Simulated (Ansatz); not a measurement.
**CdTe: a single-point run**

Wanted: a converged single-point run for CdTe, and a check of what comes out. The structure is shown as the input types it.

Method: density functional or hybrid calculation with the settings of its input, plane waves (as first typed), in Ansatz 0.2.0.

3 further runs of the same task are left out: 3 that didn't finish.

### 1 The system as given

It takes space group F-43m (No. 216, cubic). Conventional cell: a = 6.560 Å, b = 6.560 Å, c = 6.560 Å, α = 90.00°, β = 90.00°, γ = 90.00°. Cd (site symmetry -43m) has 4 Te at 2.84 Å as nearest neighbours. Around Te (site symmetry -43m) lie 4 Cd at 2.84 Å.

As a file:

```
Cd Te
1.0
     0.00000    3.27996    3.27996
     3.27996    0.00000    3.27996
     3.27996    3.27996    0.00000
Cd Te
1 1
Direct
  0.00000 0.00000 0.00000
  0.25000 0.25000 0.25000
```

### 2 The calculation

File input.yaml:

```yaml
crystal:
  lattice:
    - [0.0, 3.2799551172, 3.2799551172]
    - [3.2799551172, 0.0, 3.2799551172]
    - [3.2799551172, 3.2799551172, 0.0]
  atoms:
    - { symbol: Cd, position: [0.0, 0.0, 0.0] }
    - { symbol: Te, position: [0.25, 0.25, 0.25] }
kpoints:
  mp_grid: { grid: [4, 4, 4] }
hamiltonian:
  xc: r2scan
scf:
  occupations: { method: fixed }
  n_extra_bands: 4
  max_iter: 88
output:
  forces: true
  stress: true
  eigenvalues: true
basis:
  ecutrho_ratio: 2
```

Started as:

```console
> ansatz run input.yaml --threads 4 --pin off --max-ram 3686MiB --backend cpu --events-out ev --progress --plain --runs-dir out
```

What happens when this is run?

The program finished normally, with warnings (cutoff below recommended). Its log warns: «basis.ecutrho_ratio = 2 (ecutrho = 1000 eV) is below the records' recommended 2000 eV»

In the input, basis.ecutrho_ratio is 2. The grid or cutoff for the density and potential is too coarse for the wavefunction basis: a density holds Fourier components up to twice the waves' wavevector.

Run again and compare: delete basis.ecutrho_ratio (the default then holds).
